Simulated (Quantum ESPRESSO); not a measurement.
A Quantum ESPRESSO 7.5 run (PBE) on a crystal of composition TeW2 lists these optical modes at the zone centre:

```
symmetry  cm⁻¹  components  active in
     T2g    57           3      Raman
     T1u   215           3         IR
```

Q: How many atoms does the primitive cell hold, does the crystal have a centre of inversion, and what is its point group?

A: 6 optical and 3 acoustic modes make 3 atoms. The labels g and u show a centre of inversion, so no mode is both infrared and Raman active. The point group is m-3m (space group Fm-3m, No. 225).

The cell:

```
Te W
1.0
     0.00000    3.12995    3.12995
     3.12995    0.00000    3.12995
     3.12995    3.12995    0.00000
Te W
1 2
Direct
  0.00000 0.00000 0.00000
  0.25000 0.25000 0.25000
  0.75000 0.75000 0.75000
```

Caveat: the k mesh is coarse; the mesh is thin for the phonons of a metal.
